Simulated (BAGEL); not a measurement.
# BCl3 (boron trichloride) at B3LYP/6-31G(d) (density fitting with cc-pvqz-jkfit, spherical functions)

Aim: the energy change on altering one bond length of BCl3 (boron trichloride) at B3LYP/6-31G* (density fitting with cc-pvqz-jkfit, spherical functions), from 2 runs. 

Program for the calculation: BAGEL 1.2.2.

## Step 1: The structure to begin with

BCl3: 4 atoms, total charge 0, spin state singlet. As SMILES, `ClB(Cl)Cl`. The shape is that of a PBE0-D4/def2-TZVP optimisation.

Bond lengths: Cl1–B2 1.737 Å, B2–Cl3 1.737 Å, B2–Cl4 1.737 Å. Angles: Cl1–B2–Cl3 120.0°, Cl1–B2–Cl4 120.0°, Cl3–B2–Cl4 120.0°.

## Step 2: A single-point energy at B3LYP/6-31G(d) (density fitting with cc-pvqz-jkfit, spherical functions)

File calc.json:

```json
{ "bagel": [

{
  "title": "molecule",
  "basis": "6-31gs.json",
  "df_basis": "cc-pvqz-jkfit",
  "angstrom": true,
  "geometry": [
    { "atom": "Cl", "xyz": [   -0.257920,    0.516440,    1.638340 ] },
    { "atom": "B", "xyz": [    0.000000,    0.000000,   -0.000010 ] },
    { "atom": "Cl", "xyz": [    0.942010,   -1.423060,   -0.324000 ] },
    { "atom": "Cl", "xyz": [   -0.684100,    0.906610,   -1.314320 ] }
  ]
},
{ "title": "ks", "xc_func": "b3lyp" },
{ "title": "print", "file": "orbitals.molden", "orbitals": true }

]}
```

The basis set 6-31G* is read from a file made from the Basis Set Exchange's data (not shown).

Command:

```sh
BAGEL_NUM_THREADS=1 BAGEL calc.json > calc.out
```

Standard output:

```text
* using 1 threads per process

  ===============================================================
  ===============================================================

  *** Geometry ***

  { "atom" : "Cl", "xyz" : [     -0.487398,      0.975930,      3.096014 ] },
  { "atom" : "B", "xyz" : [      0.000000,      0.000000,     -0.000019 ] },
  { "atom" : "Cl", "xyz" : [      1.780141,     -2.689194,     -0.612271 ] },
  { "atom" : "Cl", "xyz" : [     -1.292762,      1.713245,     -2.483705 ] },

  Number of auxiliary basis functions:      550

  Since a DF basis is specified, we compute 2- and 3-index integrals:
    o Being stored without compression. Storage requirement is 0.020 GB

  Number of basis functions:       68
  Number of electrons      :       56

    * METHOD: MOLECULE                             0.27

  *** Kohn-Sham DFT ***

    * Removing 6797 points whose weight is below 1.00e-10
    * Grid points: 52827

  === Nuclear Repulsion ===
   230.1731617545

       - DIIS with orbital gradients will be used.

  === KS iteration (b3lyp / 6-31gs.json) ===
      0      -1391.83331991          0.13323448           0.23
      1      -1400.82396562          0.07251736           0.20
      2      -1403.89839903          0.05103412           0.19
      3      -1405.53350956          0.00381419           0.19
      4      -1405.54780402          0.00298009           0.19
      5      -1405.55161835          0.00079026           0.20
      6      -1405.55196212          0.00002034           0.19
      7      -1405.55196243          0.00000695           0.19
      8      -1405.55196244          0.00000101           0.19
      9      -1405.55196245          0.00000014           0.19
     10      -1405.55196245          0.00000011           0.19
     11      -1405.55196245          0.00000000           0.19
    * SCF iteration converged.

    * Permanent dipole moment:
           (    0.000015,    -0.000022,     0.000051) a.u.

    * METHOD: KS                                   2.52

    * METHOD: PRINT                                0.01

  ===============================================================
```

It took 3 s on 1 thread of Arm Neoverse V2, shared host; peak memory 0.23 GiB.

## Step 3: The distorted shape, same level

File job.json:

```json
{ "bagel": [

{
  "title": "molecule",
  "basis": "6-31gs.json",
  "df_basis": "cc-pvqz-jkfit",
  "angstrom": true,
  "geometry": [
    { "atom": "Cl", "xyz": [   -0.567430,    1.136180,    3.604396 ] },
    { "atom": "B", "xyz": [    0.000000,    0.000000,   -0.000010 ] },
    { "atom": "Cl", "xyz": [    0.942010,   -1.423060,   -0.324000 ] },
    { "atom": "Cl", "xyz": [   -0.684100,    0.906610,   -1.314320 ] }
  ]
},
{
  "title": "ks",
  "xc_func": "b3lyp"
},
{
  "title": "print",
  "file": "orbitals.molden",
  "orbitals": true
}

]}
```

The basis set 6-31G* is read from a file made from the Basis Set Exchange's data (not shown).

Command:

```sh
BAGEL_NUM_THREADS=1 BAGEL job.json > job.out
```

Standard output:

```text
* using 1 threads per process

  ===============================================================
  ===============================================================

  *** Geometry ***

  { "atom" : "Cl", "xyz" : [     -1.072287,      2.147069,      6.811321 ] },
  { "atom" : "B", "xyz" : [      0.000000,      0.000000,     -0.000019 ] },
  { "atom" : "Cl", "xyz" : [      1.780141,     -2.689194,     -0.612271 ] },
  { "atom" : "Cl", "xyz" : [     -1.292762,      1.713245,     -2.483705 ] },

  Number of auxiliary basis functions:      550

  Since a DF basis is specified, we compute 2- and 3-index integrals:
    o Being stored without compression. Storage requirement is 0.020 GB

  Number of basis functions:       68
  Number of electrons      :       56

    * METHOD: MOLECULE                             0.25

  *** Kohn-Sham DFT ***

    * Removing 5353 points whose weight is below 1.00e-10
    * Grid points: 54271

  === Nuclear Repulsion ===
   176.4868823356

       - DIIS with orbital gradients will be used.

  === KS iteration (b3lyp / 6-31gs.json) ===
      0      -1388.39606720          0.11930970           0.23
      1      -1309.95276200          0.09973777           0.19
      2      -1185.61680474          0.13223158           0.18
      3      -1384.62450931          0.07171211           0.18
      4      -1403.92723574          0.04980948           0.18
      5      -1404.64040292          0.02649425           0.18
      6      -1405.00407996          0.01474957           0.19
      7      -1405.17219125          0.01013403           0.19
      8      -1402.06106125          0.03594744           0.19
      9      -1404.50610778          0.02413573           0.19
     10      -1404.64358769          0.01869424           0.19
     11      -1405.30619578          0.00784317           0.19
     12      -1405.28439251          0.00717666           0.19
     13      -1405.35079020          0.00408780           0.19
     14      -1405.36102407          0.00252876           0.19
     15      -1405.36396378          0.00163491           0.19
     16      -1405.36091499          0.00234365           0.19
     17      -1405.35407577          0.00327199           0.19
     18      -1405.36243794          0.00171150           0.19
     19      -1405.36486355          0.00107130           0.19
     20      -1405.36519539          0.00087947           0.18
     21      -1405.36568619          0.00049719           0.18
     22      -1405.36579659          0.00035321           0.18
     23      -1405.36591036          0.00004545           0.18
     24      -1405.36591224          0.00000272           0.19
     25      -1405.36591224          0.00000226           0.19
     26      -1405.36591225          0.00000033           0.19
     27      -1405.36591225          0.00000017           0.19
     28      -1405.36591225          0.00000003           0.19
     29      -1405.36591225          0.00000001           0.19
     30      -1405.36591225          0.00000000           0.19
    * SCF iteration converged.

    * Permanent dipole moment:
           (   -0.440405,     0.881855,     2.797726) a.u.

    * METHOD: KS                                   5.98

    * METHOD: PRINT                                0.01

  ===============================================================
```

Run time: 6.6 s. Hardware: 1 thread of Arm Neoverse V2, shared host; peak memory 0.23 GiB.

## Step 4: Outcome

At B3LYP/6-31G* (density fitting with cc-pvqz-jkfit, spherical functions):

```
                                                          quantity           value
                                         first shape: total energy  -1405.55196 Eh
                                        first shape: dipole moment          0.00 D
                                          first shape: HOMO energy        -8.75 eV
                                          first shape: LUMO energy        -1.78 eV
                                        first shape: HOMO–LUMO gap         6.97 eV
                                     distorted shape: total energy  -1405.36591 Eh
                                    distorted shape: dipole moment          7.54 D
                                      distorted shape: HOMO energy        -6.92 eV
                                      distorted shape: LUMO energy        -5.57 eV
                                    distorted shape: HOMO–LUMO gap         1.34 eV
energy change with the Cl1–B2 bond stretched from 1.737 to 3.822 Å        5.063 eV
```

With the Cl1–B2 bond stretched from 1.737 to 3.822 Å the energy rises by 5.06 eV (117 kcal/mol). The first shape isn't relaxed at this level, so the change isn't measured from a minimum. A restricted reference can't describe the breaking bond well at this length.
